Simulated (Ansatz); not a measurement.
**CH₄InN: basis-set convergence**

An exercise on one series of results from a longer session: the logs are not shown, and one member is left open.

The runs use Ansatz 0.2.0, Gaussian basis; one geometry, several basis sets.

Levels to be run: PBE0-D4/def2-SVP; ωB97M-V/def2-SVP; PBE0-D4/def2-QZVPP; ωB97M-V/def2-QZVPP; the functionals' def2-TZVPP values are taken from earlier runs.

### The geometry

All runs share one geometry, relaxed beforehand with PBE0-D4 in a triple-zeta def2 set. In takes the def2 core potential; no spin-orbit term is included.

7 atoms, charge 0, spin multiplicity 1.

Atoms are counted from 1 here; the program's logs count them from 0.

Bond lengths: C1–N2 1.260 Å, C1–H4 1.102 Å, C1–H5 1.107 Å, N2–In3 2.087 Å, In3–H6 1.730 Å, In3–H7 1.713 Å. Angles: N2–C1–H4 120.1°, N2–C1–H5 125.9°, H4–C1–H5 114.0°, C1–N2–In3 116.5°, N2–In3–H6 113.3°, N2–In3–H7 117.5°, H6–In3–H7 129.1°.

The first run:

in.yaml reads:

```yaml
crystal:
  periodic: [false, false, false]
  atoms:
    - {symbol: C, position_ang: [-1.191253, -0.233333, -0.750514]}
    - {symbol: N, position_ang: [-0.011860, -0.675383, -0.753233]}
    - {symbol: In, position_ang: [1.285775, 0.126616, 0.671374]}
    - {symbol: H, position_ang: [-1.926141, -0.615485, -1.477547]}
    - {symbol: H, position_ang: [-1.595041, 0.536090, -0.064712]}
    - {symbol: H, position_ang: [0.542596, 1.318463, 1.681775]}
    - {symbol: H, position_ang: [2.895926, -0.456958, 0.692837]}
basis:
  gaussian: {orbitals: def2-SVP}
hamiltonian: {xc: pbe0, dispersion: d4}
output: {orbitals: {seedname: orbitals}}
```

On the command line:

```sh
$ ansatz run in.yaml --threads 2 --pin off --events-out ev --progress --plain --max-ram 4352MiB
```

Among the steps run: PBE0-D4 in def2-SVP; ωB97M-V in def2-SVP; PBE0-D4 in def2-QZVPP; ωB97M-V in def2-QZVPP.

One of the session's tables, all rows but one given; the rest of the session is left out.

It belongs to the step «Density functionals: the series». 

| functional | basis | HOMO (eV) | LUMO (eV) |
| --- | --- | --- | --- |
| PBE0-D4 | def2-SVP | -6.10 | -1.82 |
| PBE0-D4 | def2-TZVPP | ? | ? |
| PBE0-D4 | def2-QZVPP | -6.27 | -1.87 |
| ωB97M-V | def2-SVP | -8.32 | -0.21 |
| ωB97M-V | def2-TZVPP | -8.47 | -0.33 |
| ωB97M-V | def2-QZVPP | -8.51 | -0.37 |

Q: Estimate the row for PBE0-D4, def2-TZVPP from the others.

As computed: HOMO (eV): -6.24; LUMO (eV): -1.86. In the column «HOMO (eV)» it lies between PBE0-D4, def2-QZVPP (-6.27) and PBE0-D4, def2-SVP (-6.10).
